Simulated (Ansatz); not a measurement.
# AlRu in Ansatz: further runs

One slab, AlRu, is run at these levels: PBEsol, RPBE, revPBE, BLYP, r2SCAN; tasks: relaxation of the atoms.

Program: Ansatz 0.2.0. These are calculated values, not measurements. Logs are shortened: lines on timing, memory, paths and dates and some standing lists are left out, and cuts for length are marked.

### Step 1. The cell of the first run

The cell holds a slab with vacuum, 8 atoms: a = 2.992 Å, b = 2.992 Å, c = 25.471 Å, α = 90.00°, β = 90.00°, γ = 90.00°.

### Step 2. Relaxation of the atoms, PBEsol (the (1 0 0) slab of AlRu, cut from the database cell, not relaxed)

File input.yaml:

```yaml
crystal:
  lattice:
    - [2.9916, 0.0, 0.0]
    - [0.0, 2.9916, 0.0]
    - [0.0, 0.0, 25.4706]
  atoms:
    - { symbol: Ru, position: [0.5, 0.5, 0.2944571388] }
    - { symbol: Al, position: [0.0, 0.0, 0.3531836706] }
    - { symbol: Ru, position: [0.5, 0.5, 0.4119102024] }
    - { symbol: Al, position: [0.0, 0.0, 0.4706367341] }
    - { symbol: Ru, position: [0.5, 0.5, 0.5293632659] }
    - { symbol: Al, position: [0.0, 0.0, 0.5880897976] }
    - { symbol: Ru, position: [0.5, 0.5, 0.6468163294] }
    - { symbol: Al, position: [0.0, 0.0, 0.7055428612] }
hamiltonian:
  xc: pbesol
  pseudopotentials: { kind: paw }
kpoints:
  mp_grid: { grid: [9, 9, 1] }
scf:
  occupations: { method: fermi_dirac, width: 0.05 }
output:
  forces: true
  eigenvalues: true
relax:
  f_tol: 0.02
  max_steps: 40
  constraints: [{ sites: [0, 1, 2, 3] }]
efield:
  axis: 3
  dipole_correction: true
  ramp_width: 0.04
```

Potentials or basis: Ansatz PAW.

On the command line:

```console
ansatz run input.yaml --threads 4 --pin off --max-ram 11264MiB --backend cpu --events-out ev --progress --plain --runs-dir out
```

What it wrote:

```text
Warning: RAYON_NUM_THREADS=4 ignored (pool sized by the plan → 4); use --threads N
Engine: ansatz 0.2.0, aarch64-unknown-linux-gnu
Pseudopotentials: kind: paw
Pseudopotential: Ru, paw, valence charge 16, recommended cutoff 420 eV (normal), Ru.paw.azcp
Pseudopotential: Al, paw, valence charge 3, recommended cutoff 420 eV (normal), Al.paw.azcp
Functional definition: PBEsol
  exchange = pbesol_x
  correlation = pbesol_c
Crystal: 8 atoms, lattice volume = 227.953 Å³
Basis set: ecut = 420 eV, 4313 PW (Γ), exchange–correlation on 40×40×360 points (8 copies of the dense FFT grid, shifted against one another)
Bands: 46, of which v1, the nominal top of the filled ones, is band 38 counted from 1 (37 counted from 0)
Symmetry: 8 space group operations
Space group: P4mm (ITA 99), of the structure as read, at distance tolerance 6.1e-5 Å
k-points: 15 of 81
Non-local potential: Ru, projectors of the file, l = 0: 3, l = 1: 2, l = 2: 2, l = 3: 1
Non-local potential: Al, projectors of the file, l = 0: 2, l = 1: 2, l = 2: 1
PAW form: soft (Blöchl's): semilocal exchange-correlation on the pseudo side does not see the compensation charge
PAW frozen core: Ru, regenerated for the run's functional, and the local potential with it (the file was generated under x = pbe(κ = 0.804, μ = 0.2195149727645171), c = pbe(β = 0.06672455060314922))
PAW frozen core: Al, regenerated for the run's functional, and the local potential with it (the file was generated under x = pbe(κ = 0.804, μ = 0.2195149727645171), c = pbe(β = 0.06672455060314922))
PAW one-centre angular grid: Ru, 590 points (default); XC on 64 Gauss nodes
PAW one-centre angular grid: Al, 110 points (default); XC on 64 Gauss nodes
Initial density: superposition of atomic densities (neutral atoms: chi_scale 0, normalization atom), corrected by the library's trained network
Initial wavefunctions: pseudopotential atomic-orbital guess
Functional: x = pbesol(κ = 0.804, μ = 0.12345679012345678), c = pbesol(β = 0.046)
SCF iter   1: F=—  HF=-25365.746382 eV  |F-HF|=—  |Δ(HF+E_count)|=         —  Δρ=9.48e-3  dr2=7.72e-1  ethr=1.77e-3  p=0.029 e·Å  D=2.28e-2 V/Å  ΔV_dip=-0.58 eV  dr2_dipole=2.37e-2  V_vac-E_F(+/−)=3.71/4.29 eV  ⟨swp⟩=9.4  Hψ=3334  notcnv=0
efield: sawtooth ramp at fractional position 0.9800 (placed from the atoms, in the widest stretch of the axis that holds none; the zero of the levels goes with the place), width 0.0400; the density the first Hamiltonian is built on has a dipole p = 0.029 e·Å; the dipole correction subtracts the counter field D = 2.28e-2 V/Å, which shifts the + side's vacuum level by -0.58 eV against the − side's; the planar-averaged density in the ramp window peaks in size at 1.3e-4 e/Å³
preconditioner: auto → LDOS  [metal: Δε(μ)=0.015 eV  Ē_g=4.925 eV  σ=0.050 eV  W_gap=0.07  n_scr=46 (ndim 8)  ℏωp=16.3 eV  f_vac=0.451  D(μ)=5.97/eV (n_scr^D=36)  β→1.0]
SCF iter   2: F=—  HF=-25365.720617 eV  |F-HF|=—  |Δ(HF+E_count)|=   2.58e-2  Δρ=6.37e-3  dr2=2.01e-1  ethr=1.02e-3  p=0.060 e·Å  D=4.76e-2 V/Å  ΔV_dip=-1.21 eV  dr2_dipole=2.13e-2  V_vac-E_F(+/−)=3.37/4.58 eV  ⟨swp⟩=2.6  Hψ=1101  notcnv=0  defer=10
SCF iter   3: F=—  HF=-25365.705939 eV  |F-HF|=—  |Δ(HF+E_count)|=   1.47e-2  Δρ=1.45e-3  dr2=1.45e-2  ethr=2.65e-4  p=0.052 e·Å  D=4.10e-2 V/Å  ΔV_dip=-1.04 eV  dr2_dipole=8.79e-6  V_vac-E_F(+/−)=3.42/4.47 eV  ⟨swp⟩=2.4  Hψ=1019  notcnv=0  defer=10
SCF iter   4: F=—  HF=-25365.705281 eV  |F-HF|=—  |Δ(HF+E_count)|=   6.59e-4  Δρ=4.32e-4  dr2=2.04e-3  ethr=1.91e-5  p=0.056 e·Å  D=4.43e-2 V/Å  ΔV_dip=-1.13 eV  dr2_dipole=7.63e-5  V_vac-E_F(+/−)=3.35/4.48 eV  ⟨swp⟩=2.2  Hψ=1046  notcnv=0  defer=10
SCF iter   5: F=—  HF=-25365.704800 eV  |F-HF|=—  |Δ(HF+E_count)|=   4.81e-4  Δρ=1.49e-4  dr2=1.42e-4  ethr=2.68e-6  p=0.057 e·Å  D=4.50e-2 V/Å  ΔV_dip=-1.15 eV  dr2_dipole=4.11e-5  V_vac-E_F(+/−)=3.34/4.48 eV  ⟨swp⟩=2.2  Hψ=1024  notcnv=0  defer=10
SCF iter   6: F=—  HF=-25365.704829 eV  |F-HF|=—  |Δ(HF+E_count)|=   2.91e-5  Δρ=5.30e-5  dr2=1.55e-5  ethr=1.87e-7  p=0.057 e·Å  D=4.56e-2 V/Å  ΔV_dip=-1.16 eV  dr2_dipole=5.93e-6  V_vac-E_F(+/−)=3.32/4.48 eV  ⟨swp⟩=2.9  Hψ=1047  notcnv=0  defer=10
SCF iter   7: F=-25365.704835 eV  HF=-25365.704834 eV  |F-HF|=1.82e-7  |Δ(HF+E_count)|=   5.37e-6  Δρ=1.83e-5  dr2=1.13e-6  ethr=1.32e-8  p=0.058 e·Å  D=4.57e-2 V/Å  ΔV_dip=-1.16 eV  dr2_dipole=5.43e-9  V_vac-E_F(+/−)=3.32/4.48 eV  ⟨swp⟩=12.9  Hψ=3260  notcnv=0
SCF 1 converged in 7 iterations: F = -25365.704835 eV  dr2 = 1.13e-6
relax step   1: F+E_penalty+E_count = -25365.70483460 eV  Δ(F+E_penalty+E_count) = +0.000e0 eV  max|allowed force component| = 1.580e0 eV/Å  Δτ_max = 0.0000 Å  (7 SCF iters, dr2 threshold 1.00e-5 eV, accepted)
Initial density: handed on by an earlier stage of this run
Initial wavefunctions: those handed on with the density
iter 1 solved again at ethr=8.16e-4 eV; its pass at ethr=3.10e-3 eV (dr2=6.20e-1 eV) is discarded
SCF iter   1: F=—  HF=-25365.971283 eV  |F-HF|=—  |Δ(HF+E_count)|=         —  Δρ=5.95e-3  dr2=6.27e-1  ethr=8.16e-4  p=0.058 e·Å  D=4.57e-2 V/Å  ΔV_dip=-1.16 eV  dr2_dipole=2.25e-1  V_vac-E_F(+/−)=3.33/4.50 eV  ⟨swp⟩=1.5  Hψ=2733  notcnv=0  defer=9
efield: sawtooth ramp at fractional position 0.9800 (handed on by an earlier solve), width 0.0400; the density the first Hamiltonian is built on has a dipole p = 0.058 e·Å; the dipole correction subtracts the counter field D = 4.57e-2 V/Å, which shifts the + side's vacuum level by -1.16 eV against the − side's; the planar-averaged density in the ramp window peaks in size at 3.8e-6 e/Å³
preconditioner: auto → LDOS  [metal: Δε(μ)=0.053 eV  Ē_g=5.074 eV  σ=0.050 eV  W_gap=0.26  n_scr=46 (ndim 8)  ℏωp=16.3 eV  f_vac=0.459  D(μ)=5.78/eV (n_scr^D=28)  β→1.0]
SCF iter   2: F=—  HF=-25366.019355 eV  |F-HF|=—  |Δ(HF+E_count)|=   4.81e-2  Δρ=1.12e-2  dr2=2.58e0  ethr=8.16e-4  p=0.072 e·Å  D=5.72e-2 V/Å  ΔV_dip=-1.46 eV  dr2_dipole=1.07e0  V_vac-E_F(+/−)=2.99/4.44 eV  ⟨swp⟩=3.6  Hψ=1299  notcnv=0  defer=9  recentre
[... 29 lines left out ...]
SCF iter   1: F=—  HF=-25365.952615 eV  |F-HF|=—  |Δ(HF+E_count)|=         —  Δρ=3.10e-4  dr2=6.67e-4  ethr=7.97e-6  p=0.060 e·Å  D=4.79e-2 V/Å  ΔV_dip=-1.22 eV  dr2_dipole=7.88e-8  V_vac-E_F(+/−)=3.26/4.48 eV  ⟨swp⟩=2.0  Hψ=1258  notcnv=0  defer=8
efield: sawtooth ramp at fractional position 0.9800 (handed on by an earlier solve), width 0.0400; the density the first Hamiltonian is built on has a dipole p = 0.060 e·Å; the dipole correction subtracts the counter field D = 4.79e-2 V/Å, which shifts the + side's vacuum level by -1.22 eV against the − side's; the planar-averaged density in the ramp window peaks in size at 3.5e-6 e/Å³
preconditioner: auto → LDOS  [metal: Δε(μ)=0.062 eV  Ē_g=5.076 eV  σ=0.050 eV  W_gap=0.28  n_scr=46 (ndim 8)  ℏωp=16.3 eV  f_vac=0.464  D(μ)=6.01/eV (n_scr^D=36)  β→1.0]
SCF iter   2: F=—  HF=-25365.952578 eV  |F-HF|=—  |Δ(HF+E_count)|=   3.66e-5  Δρ=1.50e-4  dr2=3.40e-4  ethr=8.78e-7  p=0.061 e·Å  D=4.81e-2 V/Å  ΔV_dip=-1.22 eV  dr2_dipole=1.56e-5  V_vac-E_F(+/−)=3.25/4.48 eV  ⟨swp⟩=2.6  Hψ=1147  notcnv=0  defer=8
SCF iter   3: F=—  HF=-25365.952540 eV  |F-HF|=—  |Δ(HF+E_count)|=   3.79e-5  Δρ=6.62e-5  dr2=3.66e-5  ethr=4.48e-7  p=0.060 e·Å  D=4.79e-2 V/Å  ΔV_dip=-1.22 eV  dr2_dipole=8.46e-7  V_vac-E_F(+/−)=3.26/4.48 eV  ⟨swp⟩=2.2  Hψ=1029  notcnv=0  defer=8
SCF iter   4: F=—  HF=-25365.952137 eV  |F-HF|=—  |Δ(HF+E_count)|=   4.04e-4  Δρ=1.28e-5  dr2=5.25e-7  ethr=4.81e-8  p=0.060 e·Å  D=4.79e-2 V/Å  ΔV_dip=-1.22 eV  dr2_dipole=1.39e-7  V_vac-E_F(+/−)=3.26/4.48 eV  ⟨swp⟩=3.0  Hψ=1141  notcnv=0  defer=8
SCF iter   5: F=-25365.952137 eV  HF=-25365.952137 eV  |F-HF|=3.57e-9  |Δ(HF+E_count)|=   3.79e-7  Δρ=4.65e-6  dr2=7.61e-8  ethr=1.32e-10  p=0.060 e·Å  D=4.79e-2 V/Å  ΔV_dip=-1.22 eV  dr2_dipole=2.80e-8  V_vac-E_F(+/−)=3.26/4.48 eV  ⟨swp⟩=11.1  Hψ=3395  notcnv=0
SCF 5 converged in 5 iterations: F = -25365.952137 eV  dr2 = 7.61e-8
relax step   5: F+E_penalty+E_count = -25365.95213700 eV  Δ(F+E_penalty+E_count) = -9.052e-5 eV  max|allowed force component| = 1.646e-3 eV/Å  Δτ_max = 0.0049 Å  (5 SCF iters, accepted)
SCF converged after 5 iterations
Free energy (F): -25365.952137 eV
Harris-Foulkes:  -25365.952137 eV  (|F-HF|=3.57e-9)
Internal energy: -25365.902423 eV  (E = F + TS)
E sigma→0 (E₀):  -25365.927280 eV
Entropy (-TS):   -0.049714 eV (-6.214 meV/atom)
Fermi energy:    5.582173 eV
Dipole field:    D = 0.047685 V/Å  (p = 0.060071 e·Å, saw-weighted, corrected)
Work function:   Φ+ = 3.2603 eV   Φ− = 4.4749 eV
Levels:          The Fermi level and band energies are counted from a zero that moves with the ramp; work functions are not
--- Per-component energies (eV) ---
  E_band       = -1277.702250
  E_kinetic    = 2168.110660
  E_local      = -79484.714192  (includes V_loc(G=0)·N_el)
  E_nonlocal   = 1428.751519
  E_hartree    = 38297.529699
  E_xc         = -918.570750
  E_vxc        = -1075.172315  (∫ρ·V_xc dr)
  E_paw        = -15422.112706  (= ΣΔE_a)
  E_vpaw       = -911.746328  (= ΣTr[D̂ρ^β])
  E_aug_tail   = -0.000770  (compensation charges beyond the density's cutoff)
  E_efield     = 0.001432  (sawtooth field / dipole correction)
  E_vefield    = 1.962232  (∫n·V_field dr)
  E_ewald      = 28564.012945
  E_core_change = 1.089740  (= ΣΔE_core)
  E_smearing   = -0.049714  (= −TS)
  E_closure    = -0.000000  (closes the sum)
  Σ components = -25365.952137   (vs F -25365.952137, Δ=0.00e0)
--- Forces (eV/Å), atoms counted from 1 ---
  atom   1  Ru     0.00000000     0.00000000     0.90873805
  atom   2  Al    -0.00000000     0.00000000    -0.29128677
  atom   3  Ru     0.00000000     0.00000000    -0.51236521
  atom   4  Al     0.00000000     0.00000000    -0.10312675
  atom   5  Ru    -0.00000000     0.00000000    -0.00164562
  atom   6  Al    -0.00000000     0.00000000    -0.00118543
  atom   7  Ru    -0.00000000     0.00000000     0.00038301
  atom   8  Al     0.00000000     0.00000000     0.00055294
  max |Σ_I F_I| component: 6.42e-5 eV/Å
--- Band table (eV; the first three rows and the last of 15) ---
  k-point 0: bands = ["-66.2243", "-66.2226", "-66.1645", "-66.0876", "-36.3941", "-36.3030", "-36.2426", "-36.2426", "-36.2178", "-36.1669", "-36.1669", "-36.1445", "-36.0977", "-36.0977", "-36.0662", "-36.0662", "-4.0361", "-3.3477", "-2.2175", "-0.6619", "0.5680", "1.5833", "1.8441", "1.9416", "2.1332", "2.4462", "2.5194", "2.9539", "4.0543", "4.0543", "4.4774", "4.4774", "5.1277", "5.1277", "5.5086", "5.5159", "5.6811", "5.6811", "5.7840", "5.9274", "6.2146", "6.4485", "8.1091", "8.7801", "9.1506", "10.1896"]
  k-point 1: bands = ["-66.2225", "-66.2207", "-66.1628", "-66.0858", "-36.3913", "-36.3002", "-36.2680", "-36.2404", "-36.2156", "-36.1913", "-36.1648", "-36.1422", "-36.1205", "-36.0958", "-36.0909", "-36.0641", "-3.8007", "-3.1239", "-2.0204", "-0.5562", "0.7329", "1.6850", "1.9321", "2.0266", "2.2148", "2.5133", "2.6398", "3.0762", "3.9504", "4.0996", "4.2034", "4.5160", "4.7700", "5.1312", "5.2410", "5.3301", "5.5247", "5.6845", "5.7129", "5.8790", "6.0307", "6.5993", "8.2204", "8.9980", "9.3700", "10.3832"]
  k-point 2: bands = ["-66.2179", "-66.2160", "-66.1584", "-66.0812", "-36.3841", "-36.3320", "-36.2930", "-36.2530", "-36.2349", "-36.2099", "-36.1780", "-36.1595", "-36.1530", "-36.1363", "-36.0910", "-36.0587", "-3.1217", "-2.4852", "-1.4837", "-0.3640", "1.1940", "1.8878", "2.0566", "2.2153", "2.3375", "2.6033", "2.9668", "3.4501", "3.8220", "3.8995", "4.2177", "4.2528", "4.6021", "4.6135", "4.7724", "4.8992", "5.1345", "5.2966", "5.5877", "5.7983", "6.3217", "6.8651", "8.3735", "8.9537", "9.2224", "9.7150"]
  k-point 14: bands = ["-66.1945", "-66.1919", "-66.1359", "-66.0575", "-36.4256", "-36.4251", "-36.3495", "-36.3435", "-36.3431", "-36.2647", "-36.2644", "-36.2590", "-36.2446", "-36.2441", "-36.1816", "-36.1065", "-0.6254", "-0.1443", "0.4812", "0.9607", "1.1278", "1.5264", "1.6703", "1.9053", "2.3071", "2.5276", "2.6428", "3.5888", "3.6326", "3.8757", "4.9133", "4.9519", "5.1273", "6.0607", "6.2195", "6.5027", "6.6147", "6.8868", "7.1748", "7.3568", "7.6332", "7.6885", "8.7810", "8.8315", "9.1487", "9.8943"]
--- Relaxed structure (5 steps of the walk, 5 accepted, 0 SCFs on fresh bases) ---
  F+E_penalty+E_count = -25365.95213700 eV   max|allowed force component| = 1.646e-3 eV/Å
  atoms:
    - { symbol: Ru, position: [0.5, 0.5, 0.29445713879999996] }
    - { symbol: Al, position: [0.0, 0.0, 0.35318367059999994] }
    - { symbol: Ru, position: [0.5, 0.5, 0.4119102023999999] }
    - { symbol: Al, position: [0.0, 0.0, 0.4706367340999999] }
    - { symbol: Ru, position: [0.5, 0.5, 0.5274203420652406] }
    - { symbol: Al, position: [-2.4206099046984916e-32, 0.0, 0.5847857384796928] }
    - { symbol: Ru, position: [0.5, 0.5, 0.6460641020528446] }
    - { symbol: Al, position: [1.0300467679568049e-33, 0.0, 0.6944422816898117] }
```

Wall time 16 s (4 threads of Arm Neoverse V2, shared host); peak memory 0.6 GiB.

Results:

| Property | Result |
| --- | --- |
| Free energy | -25365.9521 eV |
| Energy gained by relaxing | 30.9 meV/atom |
| Ionic steps | 5 |
| Largest force after relaxing | 0.909 eV/Å |
| Band gap on the k mesh | none (metal or under the smearing width) |
| Work function of the upper face | 3.26 eV |
| Work function of the lower face | 4.47 eV |
| Dipole across the slab | 0.060 e·Å |

Forces in eV/Å, atoms in the order of the input:
```
Ru   0.000  0.000  0.909
Al   0.000  0.000 -0.291
Ru   0.000  0.000 -0.512
Al   0.000  0.000 -0.103
Ru   0.000  0.000 -0.002
Al   0.000  0.000 -0.001
Ru   0.000  0.000  0.000
Al   0.000  0.000  0.001
```

Step by step:
```csv
step,energy change (eV),largest force (eV/Å)
1,0.0000,1.5803
2,-0.2275,0.9138
3,-0.2454,0.9050
4,-0.2472,0.9095
5,-0.2473,0.9087
```

Final structure:
```yaml
crystal:
  lattice:
    - [2.99160, 0.00000, 0.00000]
    - [0.00000, 2.99160, 0.00000]
    - [0.00000, 0.00000, 25.47060]
  atoms:
    - { symbol: Ru, position: [0.50000, 0.50000, 0.29446] }
    - { symbol: Al, position: [0.00000, 0.00000, 0.35318] }
    - { symbol: Ru, position: [0.50000, 0.50000, 0.41191] }
    - { symbol: Al, position: [0.00000, 0.00000, 0.47064] }
    - { symbol: Ru, position: [0.50000, 0.50000, 0.52742] }
    - { symbol: Al, position: [0.00000, 0.00000, 0.58479] }
    - { symbol: Ru, position: [0.50000, 0.50000, 0.64606] }
    - { symbol: Al, position: [0.00000, 0.00000, 0.69444] }
```

Caveat: the PAW data sets come from PBE, with cores solved anew for the run's functional, which leaves a small shift of forces and pressure.

### Step 3. Relaxation of the atoms, RPBE (the (1 0 0) slab of AlRu, cut from the database cell, not relaxed)

input.yaml: that of step 2 with these lines changed.

```diff
@@ -15,3 +15,3 @@
 hamiltonian:
-  xc: pbesol
+  xc: rpbe
   pseudopotentials: { kind: paw }
@@ -24,2 +24,6 @@
   eigenvalues: true
+  write_density: true
+  write_potential: true
+  elf: true
+  volumetric_format: npy
 relax:
```

Potentials or basis: Ansatz PAW.

On the command line:

```console
ansatz run input.yaml --threads 4 --pin off --max-ram 11264MiB --backend cpu --events-out ev --progress --plain --runs-dir out
```

Run time: 18 s. Hardware: 4 threads of Arm Neoverse V2, shared host; peak memory 0.61 GiB.

Results (log left out):

```yaml
Free_energy: -25708.0144 eV
Energy_gained_by_relaxing: 21.0 meV/atom
Ionic_steps: 5
Largest_force_after_relaxing: 0.377 eV/Å
Band_gap_on_the_k_mesh: none (metal or under the smearing width)
Work_function_of_the_upper_face: 3.09 eV
Work_function_of_the_lower_face: 4.17 eV
Dipole_across_the_slab: 0.053 e·Å
```

Forces on the atoms (eV/Å):
```
Ru   0.000  0.000  0.377
Al   0.000  0.000 -0.266
Ru   0.000  0.000 -0.371
Al   0.000  0.000  0.262
Ru   0.000  0.000 -0.002
Al   0.000  0.000 -0.001
Ru   0.000  0.000  0.002
Al   0.000  0.000 -0.001
```

The path:
```csv
step,energy change (eV),largest force (eV/Å)
1,0.0000,1.6326
2,-0.1606,0.3795
3,-0.1674,0.3789
4,-0.1680,0.3773
5,-0.1681,0.3768
```

Final structure:
```cif
data_structure
_symmetry_space_group_name_H-M 'P 1'
_symmetry_Int_Tables_number 1
_cell_length_a 2.9916
_cell_length_b 2.9916
_cell_length_c 25.4706
_cell_angle_alpha 90.000
_cell_angle_beta 90.000
_cell_angle_gamma 90.000
_cell_volume 227.95
loop_
_atom_site_label
_atom_site_type_symbol
_atom_site_fract_x
_atom_site_fract_y
_atom_site_fract_z
_atom_site_occupancy
Ru1 Ru 0.50000 0.50000 0.29446 1
Al1 Al 0.00000 0.00000 0.35318 1
Ru2 Ru 0.50000 0.50000 0.41191 1
Al2 Al 0.00000 0.00000 0.47064 1
Ru3 Ru 0.50000 0.50000 0.52966 1
Al3 Al 0.00000 0.00000 0.58874 1
Ru4 Ru 0.50000 0.50000 0.65143 1
Al4 Al 0.00000 0.00000 0.70136 1
```

Levels at points of the mesh, in eV from the Fermi level:
```tsv
k point	band 36	band 37	band 38	band 39	band 40	band 41
(0.00, 0.00, 0.00)	0.04	0.08	0.08	0.23	0.42	0.62
```

Caveat: the PAW data sets come from PBE, with cores solved anew for the run's functional, which leaves a small shift of forces and pressure.

### Step 4. Relaxation of the atoms, revPBE (the (1 0 0) slab of AlRu, cut from the database cell, not relaxed)

input.yaml: that of step 3 with these lines changed.

```diff
@@ -15,3 +15,3 @@
 hamiltonian:
-  xc: rpbe
+  xc: revpbe
   pseudopotentials: { kind: paw }
```

On the command line:

```console
ansatz run input.yaml --threads 4 --pin off --max-ram 11264MiB --backend cpu --events-out ev --progress --plain --runs-dir out
```

Wall time 18 s (4 threads of Arm Neoverse V2, shared host); peak memory 0.6 GiB.

It converged, with:

* Free energy: -25696.2876 eV
* Energy gained by relaxing: 21.6 meV/atom
* Ionic steps: 5
* Largest force after relaxing: 0.430 eV/Å
* Band gap on the k mesh: none (metal or under the smearing width)
* Work function of the upper face: 3.10 eV
* Work function of the lower face: 4.19 eV
* Dipole across the slab: 0.054 e·Å

Forces in eV/Å, atoms in the order of the input:
```
Ru   0.000  0.000  0.430
Al   0.000  0.000 -0.269
Ru   0.000  0.000 -0.386
Al   0.000  0.000  0.227
Ru   0.000  0.000  0.000
Al   0.000  0.000 -0.001
Ru   0.000  0.000 -0.001
Al   0.000  0.000  0.000
```

Step by step:
```tsv
step	energy change (eV)	largest force (eV/Å)
1	0.0000	1.6245
2	-0.1653	0.4319
3	-0.1723	0.4286
4	-0.1725	0.4305
5	-0.1726	0.4299
```

Final structure:
```cif
data_structure
_symmetry_space_group_name_H-M 'P 1'
_symmetry_Int_Tables_number 1
_cell_length_a 2.9916
_cell_length_b 2.9916
_cell_length_c 25.4706
_cell_angle_alpha 90.000
_cell_angle_beta 90.000
_cell_angle_gamma 90.000
_cell_volume 227.95
loop_
_atom_site_label
_atom_site_type_symbol
_atom_site_fract_x
_atom_site_fract_y
_atom_site_fract_z
_atom_site_occupancy
Ru1 Ru 0.50000 0.50000 0.29446 1
Al1 Al 0.00000 0.00000 0.35318 1
Ru2 Ru 0.50000 0.50000 0.41191 1
Al2 Al 0.00000 0.00000 0.47064 1
Ru3 Ru 0.50000 0.50000 0.52944 1
Al3 Al 0.00000 0.00000 0.58834 1
Ru4 Ru 0.50000 0.50000 0.65091 1
Al4 Al 0.00000 0.00000 0.70065 1
```

Levels at points of the mesh, in eV from the Fermi level:
```
           k point  band 35  band 36  band 37  band 38  band 39  band 40  band 41  band 42
(0.00, 0.00, 0.00)    -0.05     0.03     0.08     0.08     0.23     0.41     0.62     0.76
```

Caveat: the PAW data sets come from PBE, with cores solved anew for the run's functional, which leaves a small shift of forces and pressure.

[end of part 1 of 2]
